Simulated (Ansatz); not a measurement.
# SiBH₄Br: small, medium and large basis sets

Aim: see how fast density functionals converge with the basis set for SiBH₄Br.

The runs use Ansatz 0.2.0, Gaussian basis; one geometry, several basis sets.

The runs, in order: PBE0-D4/def2-SVP; ωB97M-V/def2-SVP; PBE0-D4/def2-QZVPP; ωB97M-V/def2-QZVPP; the functionals' def2-TZVPP values are taken from earlier runs.

## Step 1: The geometry

All runs share one geometry, relaxed beforehand with PBE0-D4 in a triple-zeta def2 set.

7 atoms, charge 0, spin multiplicity 1.

Atoms are counted from 1 here; the program's logs count them from 0.

Bond lengths: B1–Si2 2.004 Å, B1–H4 1.193 Å, B1–H5 1.197 Å, Si2–Br3 2.231 Å, Si2–H6 1.488 Å, Si2–H7 1.488 Å. Angles: Si2–B1–H4 123.5°, Si2–B1–H5 118.0°, H4–B1–H5 118.6°, B1–Si2–Br3 113.6°, B1–Si2–H6 110.3°, B1–Si2–H7 110.0°, Br3–Si2–H6 107.2°, Br3–Si2–H7 107.3°, H6–Si2–H7 108.3°.

## Step 2: PBE0-D4 in def2-SVP

The input, in.yaml:

```yaml
crystal:
  periodic: [false, false, false]
  atoms:
    - {symbol: B, position_ang: [-0.998019, 0.119913, -0.732117]}
    - {symbol: Si, position_ang: [0.637224, 0.041457, 0.423948]}
    - {symbol: Br, position_ang: [1.126251, -2.014006, 1.140792]}
    - {symbol: H, position_ang: [-1.643468, -0.839363, -1.025137]}
    - {symbol: H, position_ang: [-1.339145, 1.188093, -1.149729]}
    - {symbol: H, position_ang: [0.459226, 0.897329, 1.627841]}
    - {symbol: H, position_ang: [1.819133, 0.538579, -0.331198]}
basis:
  gaussian: {orbitals: def2-SVP}
hamiltonian: {xc: pbe0, dispersion: d4}
output: {orbitals: {seedname: orbitals}}
```

Command:

```sh
$ ansatz run in.yaml --threads 2 --pin off --events-out ev --progress --plain --max-ram 4352MiB
```

Further steps of the session: ωB97M-V in def2-SVP; PBE0-D4 in def2-QZVPP; ωB97M-V in def2-QZVPP.

Q: Predict the results of all the runs planned. Wanted: PBE0-D4: double and triple zeta above quadruple; ωB97M-V: double and triple zeta above quadruple.

**Answer**, as computed:

| quantity | value |
| --- | --- |
| PBE0-D4: double and triple zeta above quadruple | 13.85, 1.75 eV |
| ωB97M-V: double and triple zeta above quadruple | 13.85, 1.67 eV |

In words: For PBE0-D4 the step from double to triple zeta gains 12.10 eV and the next only 1.75 eV. These are total energies; as a rule much of such shifts cancels in differences, which this series doesn't test.
